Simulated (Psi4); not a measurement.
# SnSe (SMILES [Se][Sn]): DLPNO-MP2/def2-TZVP (density fitting, core potential, density fitting for correlation, pno convergence very_tight, sweep point 4)

Aim: the energy change on altering one bond length of SnSe at DLPNO-MP2/def2-TZVP (density fitting, core potential, density fitting for correlation, pno convergence very_tight, sweep point 4), from 2 runs. 

Program for the calculation: Psi4 1.11.

### Step 1. The system as given

SnSe has 2 atoms, charge 0, and is taken as a singlet. SMILES: `[Se][Sn]`. The shape comes from GFN2-xTB, which is rough for such elements, and wasn't checked as a minimum.

Bond lengths: Se1–Sn2 2.338 Å.

### Step 2. A single-point energy at DLPNO-MP2/def2-TZVP (density fitting, core potential, density fitting for correlation, pno convergence very_tight, sweep point 4)

Input file sesn.in:

```
memory 1.6 GB

molecule system {
  Se     0.00000000     0.00000000     0.00000000
  Sn     0.00000000     0.00000000     4.41882219
  units au
  symmetry c1
}

set basis def2-TZVP
set reference rhf
set puream true
set scf_type df
set num_frozen_docc 13
set pno_convergence very_tight

E, wfn = energy("dlpno-mp2", return_wfn=True)
print_variables()
```

Launch:

```
$ psi4 sesn.in sesn.out -n 1
```

sesn.out:

```text
[...]
    !!!  WARNING: ECP capability is in beta. Please check occupations closely.  !!!
[...]
  Running in c1 symmetry.
[...]
  Nuclear repulsion =  169.275876656172983
[...]
  Multiplicity = 1
[...]
  Nalpha       = 28
  Nbeta        = 28
[...]
    Number of basis functions: 98
[...]
 WARNING: Atomic UHF is not converging! Try casting from a smaller basis or call Rob at CCMST.
   -------------------------
[...]
   @DF-RHF iter   1: -2612.45876356902909   -3.54459e+00   1.93120e-02 ADIIS/DIIS
[...]
    Orbital Energies [Eh]
    ---------------------
    Doubly Occupied:
       1A   -460.796674     2A    -60.600764     3A    -54.200926
       4A    -54.200926     5A    -54.200852     6A     -8.865158
       7A     -6.596741     8A     -6.595744     9A     -6.595744
      10A     -5.896117    11A     -4.085549    12A     -4.085549
      13A     -4.076639    14A     -2.584084    15A     -2.583257
      16A     -2.583257    17A     -2.582477    18A     -2.582477
      19A     -1.353253    20A     -1.353253    21A     -1.345487
      22A     -1.343813    23A     -1.343813    24A     -0.846857
      25A     -0.540484    26A     -0.344389    27A     -0.331923
      28A     -0.331923
[...]
  @DF-RHF Final Energy: -2613.25260006135431
   => Energetics <=
    Nuclear Repulsion Energy =            169.2758766561729828
    One-Electron Energy =               -4059.3606919307858334
    Two-Electron Energy =                1276.8322152132584506
    Total Energy =                      -2613.2526000613543147
[...]
 Multipole Moments:
 ------------------------------------------------------------------------------------
     Multipole            Electronic (a.u.)      Nuclear  (a.u.)        Total (a.u.)
 ------------------------------------------------------------------------------------
 L = 1.  Multiply by 2.5417464519 to convert [e a0] to [Debye]
 Dipole X            :          0.0000000            0.0000000            0.0000000
 Dipole Y            :          0.0000000            0.0000000            0.0000000
 Dipole Z            :         52.8330767          -51.2719196            1.5611571
 Magnitude           :                                                    1.5611571
[...]
  @LMP2 iter   6:  -0.564634013598 -7.049e-08  3.560e-07
[...]
```

It took 4.2 s on 1 thread of AMD EPYC 9R45 (Zen 5), shared host; peak memory 0.47 GiB.

### Step 3. The distorted shape, same level

Input file input.in:

```
memory 1600 mb

molecule {
  Se     0.00000000     0.00000000    -0.88374932
  Sn     0.00000000     0.00000000     4.41882219
  units au
  symmetry c1
}

set globals {
  puream          true
  scf_type        df
  num_frozen_docc 13
  pno_convergence very_tight
}

energy('dlpno-mp2/def2-TZVP')
```

Launch:

```
$ psi4 -i input.in -o input.out -n 1
```

input.out:

```text
[...]
    !!!  WARNING: ECP capability is in beta. Please check occupations closely.  !!!
[...]
  Running in c1 symmetry.
[...]
  Nuclear repulsion =  141.063632727887523
[...]
  Multiplicity = 1
[...]
  Nalpha       = 28
  Nbeta        = 28
[...]
    Number of basis functions: 98
[...]
 WARNING: Atomic UHF is not converging! Try casting from a smaller basis or call Rob at CCMST.
   -------------------------
[...]
   @DF-RHF iter   1: -2612.26810196375163   -3.75167e+00   1.96679e-02 ADIIS/DIIS
[...]
    Orbital Energies [Eh]
    ---------------------
    Doubly Occupied:
       1A   -460.785259     2A    -60.587427     3A    -54.188133
       4A    -54.187388     5A    -54.187388     6A     -8.850018
       7A     -6.582576     8A     -6.579407     9A     -6.579407
      10A     -5.932729    11A     -4.122098    12A     -4.122098
      13A     -4.111760    14A     -2.570671    15A     -2.569066
      16A     -2.569066    17A     -2.564826    18A     -2.564826
      19A     -1.389690    20A     -1.389690    21A     -1.378498
      22A     -1.378498    23A     -1.375574    24A     -0.790175
      25A     -0.558962    26A     -0.322433    27A     -0.292669
      28A     -0.292669
[...]
  @DF-RHF Final Energy: -2613.19485961553255
   => Energetics <=
    Nuclear Repulsion Energy =            141.0636327278875228
    One-Electron Energy =               -4002.8709820332387608
    Two-Electron Energy =                1248.6124896898188581
    Total Energy =                      -2613.1948596155325504
[...]
 Multipole Moments:
 ------------------------------------------------------------------------------------
     Multipole            Electronic (a.u.)      Nuclear  (a.u.)        Total (a.u.)
 ------------------------------------------------------------------------------------
 L = 1.  Multiply by 2.5417464519 to convert [e a0] to [Debye]
 Dipole X            :         -0.0000002            0.0000000           -0.0000002
 Dipole Y            :          0.0000000            0.0000000            0.0000000
 Dipole Z            :         64.1310466          -61.5261281            2.6049185
 Magnitude           :                                                    2.6049185
[...]
  @LMP2 iter   7:  -0.572600120810 -4.847e-08  2.906e-07
[...]
```

It took 4.5 s on 1 thread of AMD EPYC 9R45 (Zen 5), shared host; peak memory 0.47 GiB.

### Step 4. Results

Level: DLPNO-MP2/def2-TZVP (density fitting, core potential, density fitting for correlation, pno convergence very_tight, sweep point 4), 13 core orbitals frozen.

| quantity | value |
| --- | --- |
| first shape: total energy | -2613.81723 Eh |
| first shape: HOMO energy (Hartree–Fock orbitals) | -9.03 eV |
| first shape: LUMO energy (Hartree–Fock orbitals) | -0.05 eV |
| first shape: HOMO–LUMO gap (Hartree–Fock orbitals) | 8.98 eV |
| first shape: correlation energy (13 core orbitals frozen) | -564.6 mEh |
| distorted shape: total energy | -2613.76746 Eh |
| distorted shape: HOMO energy (Hartree–Fock orbitals) | -7.96 eV |
| distorted shape: LUMO energy (Hartree–Fock orbitals) | -0.93 eV |
| distorted shape: HOMO–LUMO gap (Hartree–Fock orbitals) | 7.03 eV |
| distorted shape: correlation energy (13 core orbitals frozen) | -572.6 mEh |
| energy change with the Se1–Sn2 bond stretched from 2.338 to 2.806 Å | 1.354 eV |

In words: With the Se1–Sn2 bond stretched from 2.338 to 2.806 Å the energy rises by 1.35 eV (131 kJ/mol). The first shape isn't relaxed at this level, so the change isn't measured from a minimum.
